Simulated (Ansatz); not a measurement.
# CH8GeS: the cost of one run

All numbers below are computed with Ansatz 0.2.0 (RKS PBE/def2-SVP).

## (1) The system as given

Bond lengths: Ge1–C2 2.290 Å, Ge1–H3 1.509 Å, Ge1–H4 1.507 Å, Ge1–H5 1.563 Å, Ge1–S7 2.627 Å, C2–H8 1.087 Å, C2–H9 1.087 Å, C2–H10 1.098 Å, S7–H11 1.328 Å. Angles (14 of 17 angles, heavy atoms first): C2–Ge1–S7 79.4°, Ge1–C2–H8 99.1°, Ge1–C2–H9 84.3°, Ge1–C2–H10 149.6°, C2–Ge1–H3 89.0°, C2–Ge1–H4 81.1°, C2–Ge1–H5 166.5°, H3–Ge1–S7 110.3°, H4–Ge1–S7 125.7°, H5–Ge1–S7 89.0°, Ge1–S7–H11 91.4°, H8–C2–H9 110.0°, H8–C2–H10 105.3°, H9–C2–H10 103.6°.

Coordinates:

```xyz
11

Ge   -0.5189    0.9456   -0.3029
C    -0.2419   -1.0624    0.7636
H    -1.2119    0.2208   -1.4300
H    -1.2781    1.2476    0.9639
H    -0.3727    2.3836   -0.8965
H     0.8726   -0.5110    0.1437
S     2.0845    0.6508   -0.4960
H    -0.3136   -0.7209    1.7930
H    -1.2324   -1.2824    0.3744
H     0.2395   -2.0476    0.8180
H     1.9729    0.1757   -1.7312
```

## (2) Pulling towards end A

Springs on the bonds that form and break draw the guess towards this end; the thresholds are loose.

Contents of input.yaml:

```yaml
crystal:
  periodic: [false, false, false]
  atoms:
    - { symbol: Ge, position_ang: [-0.5189, 0.9456, -0.3029] }
    - { symbol: C, position_ang: [-0.2419, -1.0624, 0.7636] }
    - { symbol: H, position_ang: [-1.2119, 0.2208, -1.43] }
    - { symbol: H, position_ang: [-1.2781, 1.2476, 0.9639] }
    - { symbol: H, position_ang: [-0.3727, 2.3836, -0.8965] }
    - { symbol: H, position_ang: [0.8726, -0.511, 0.1437] }
    - { symbol: S, position_ang: [2.0845, 0.6508, -0.496] }
    - { symbol: H, position_ang: [-0.3136, -0.7209, 1.793] }
    - { symbol: H, position_ang: [-1.2324, -1.2824, 0.3744] }
    - { symbol: H, position_ang: [0.2395, -2.0476, 0.818] }
    - { symbol: H, position_ang: [1.9729, 0.1757, -1.7312] }
basis:
  gaussian: { orbitals: def2-SVP }
hamiltonian:
  xc: pbe
relax:
  f_tol: 0.15
  max_steps: 25
  restrain:
    - { distance: [0, 6], at: 3.55, k: 30.0 }
    - { distance: [5, 1], at: 2.37, k: 30.0 }
    - { distance: [0, 1], at: 1.96, k: 30.0 }
    - { distance: [5, 6], at: 1.36, k: 30.0 }
```

On the command line:

```
$ ansatz run input.yaml --threads 2 --pin off --max-ram 3072MiB --backend cpu --events-out ev --progress --plain --runs-dir out
```

**Question.** How long does this run take on 2 threads of Arm Neoverse V1, shared host, and how much memory does it need?

About 27 s, with a peak of 0.15 GiB.
